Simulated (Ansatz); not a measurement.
# BBrH2S2: small, medium and large basis sets

How large a basis does BBrH2S2 need? Two functionals are run in growing sets.

Computed with Ansatz 0.2.0, Gaussian basis. Level: one geometry, several basis sets.

Levels to be run: PBE0-D4/def2-SVP; ωB97M-V/def2-SVP; PBE0-D4/def2-QZVPP; ωB97M-V/def2-QZVPP; the functionals' def2-TZVPP values are taken from earlier runs.

## 1. Structure used throughout

All runs share one geometry, relaxed beforehand with PBE0-D4 in a triple-zeta def2 set.

SMILES `SB(S)Br`, 6 atoms, charge 0, spin multiplicity 1.

Atoms are counted from 1 here; the program's logs count them from 0.

Bond lengths: S1–B2 1.792 Å, S1–H5 1.343 Å, B2–S3 1.791 Å, B2–Br4 1.920 Å, S3–H6 1.345 Å. Angles: B2–S1–H5 97.0°, S1–B2–S3 121.6°, S1–B2–Br4 122.1°, S3–B2–Br4 116.3°, B2–S3–H6 97.1°.

## 2. PBE0-D4 in def2-SVP

Contents of in.yaml:

```yaml
crystal:
  periodic: [false, false, false]
  atoms:
    - {symbol: S, position_ang: [-0.202867, 1.384697, -0.465990]}
    - {symbol: B, position_ang: [-0.107810, -0.343739, -0.003851]}
    - {symbol: S, position_ang: [1.234476, -0.975638, 0.999028]}
    - {symbol: Br, position_ang: [-1.432852, -1.619515, -0.552856]}
    - {symbol: H, position_ang: [-1.341151, 1.302338, -1.173100]}
    - {symbol: H, position_ang: [1.892302, 0.187957, 1.150568]}
basis:
  gaussian: {orbitals: def2-SVP}
hamiltonian: {xc: pbe0, dispersion: d4}
output: {orbitals: {seedname: orbitals}}
```

After this run come: ωB97M-V in def2-SVP; PBE0-D4 in def2-QZVPP; ωB97M-V in def2-QZVPP.

Before running them: what should the planned runs give, taken together? Wanted: PBE0-D4: double and triple zeta above quadruple; ωB97M-V: double and triple zeta above quadruple.

As calculated:

| quantity | value |
| --- | --- |
| PBE0-D4: double and triple zeta above quadruple | 18.75, 2.12 eV |
| ωB97M-V: double and triple zeta above quadruple | 18.59, 2.02 eV |

**Reading.** For PBE0-D4 the step from double to triple zeta gains 16.64 eV and the next only 2.12 eV. Total energies overstate the basis error of differences, where much of it tends to cancel.
